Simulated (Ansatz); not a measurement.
# CH6BNTe: one species, many methods

One table from this session's results is given with a row withheld; the runs are named, their logs left out.

Program: Ansatz 0.2.0, Gaussian basis. Level of theory: functionals in def2-TZVPP, the program's frozen cores in correlated methods. These are calculated values, not measurements.

Levels to be run: PBE-D4, r2SCAN-D4, PBE0-D4, B3LYP-D4, ωB97X-V, ωB97M-V, B2PLYP; CCSD(T)/def2-TZVPP; MP2/def2-QZVPP; extrapolation to the limit.

## The relaxed structure

All runs share one geometry, relaxed beforehand with PBE0-D4 in a triple-zeta def2 set. Te takes the def2 core potential; no spin-orbit term is included.

10 atoms, charge 0, spin multiplicity 1.

Atoms are counted from 1 here; the program's logs count them from 0.

Bond lengths: C1–B2 1.570 Å, C1–H5 1.094 Å, C1–H6 1.094 Å, C1–H7 1.094 Å, B2–N3 1.391 Å, B2–Te4 2.186 Å, N3–H8 1.005 Å, N3–H9 1.007 Å, Te4–H10 1.659 Å. Angles: B2–C1–H5 111.3°, B2–C1–H6 112.4°, B2–C1–H7 111.2°, H5–C1–H6 107.7°, H5–C1–H7 106.3°, H6–C1–H7 107.7°, C1–B2–N3 122.2°, C1–B2–Te4 117.5°, N3–B2–Te4 120.3°, B2–N3–H8 124.5°, B2–N3–H9 121.6°, H8–N3–H9 113.9°, B2–Te4–H10 94.9°.

As a file:

```xyz
10

C    -1.2558    0.6948   -0.2063
B     0.1369   -0.0224   -0.1041
N     0.5347   -0.7094    1.0379
Te    1.4614    0.0894   -1.8398
H    -1.8447    0.3013   -1.0402
H    -1.8511    0.5803    0.7046
H    -1.1359    1.7663   -0.3926
H     1.4167   -1.1794    1.1400
H    -0.0582   -0.7737    1.8494
H     2.6793   -0.7984   -1.1459
```

Set-up of the first run:

File in.yaml:

```yaml
crystal:
  periodic: [false, false, false]
  atoms:
    - {symbol: C, position_ang: [-1.255804, 0.694824, -0.206336]}
    - {symbol: B, position_ang: [0.136886, -0.022376, -0.104081]}
    - {symbol: N, position_ang: [0.534749, -0.709419, 1.037910]}
    - {symbol: Te, position_ang: [1.461404, 0.089383, -1.839770]}
    - {symbol: H, position_ang: [-1.844687, 0.301337, -1.040244]}
    - {symbol: H, position_ang: [-1.851070, 0.580349, 0.704585]}
    - {symbol: H, position_ang: [-1.135897, 1.766310, -0.392649]}
    - {symbol: H, position_ang: [1.416693, -1.179427, 1.140035]}
    - {symbol: H, position_ang: [-0.058224, -0.773717, 1.849356]}
    - {symbol: H, position_ang: [2.679350, -0.798363, -1.145904]}
basis:
  gaussian: {orbitals: def2-TZVPP}
hamiltonian: {xc: pbe, dispersion: d4}
output: {forces: true, orbitals: {seedname: orbitals}}
```

Command:

```sh
$ ansatz run in.yaml --threads 4 --pin off --events-out ev --progress --plain --max-ram 10444MiB
```

Steps of the session up to this table: PBE-D4 (GGA); r2SCAN-D4 (meta-GGA); PBE0-D4 (hybrid); B3LYP-D4 (hybrid); ωB97X-V (range-separated); ωB97M-V (range-separated); B2PLYP (double hybrid); CCSD(T) in def2-TZVPP; MP2 in def2-QZVPP.

One table of the session follows, with a row left open; its other results are not shown here.

```
            method  atomisation energy (kJ/mol)
            PBE-D4                       3627.7
         r2SCAN-D4                       3557.9
           PBE0-D4                       3569.6
          B3LYP-D4                       3570.0
           ωB97X-V                       3561.4
           ωB97M-V                       3559.2
            B2PLYP                       3520.3
     HF/def2-TZVPP                       2580.2
    MP2/def2-TZVPP                       3494.2
   CCSD/def2-TZVPP                            ?
CCSD(T)/def2-TZVPP                       3456.7
           MP2/CBS                       3594.6
       CCSD(T)/CBS                       3557.1
```

Estimate the missing values for CCSD/def2-TZVPP.

**Answer.** atomisation energy (kJ/mol): 3404.4. In the column «atomisation energy (kJ/mol)» it lies between HF/def2-TZVPP (2580.2) and CCSD(T)/def2-TZVPP (3456.7).
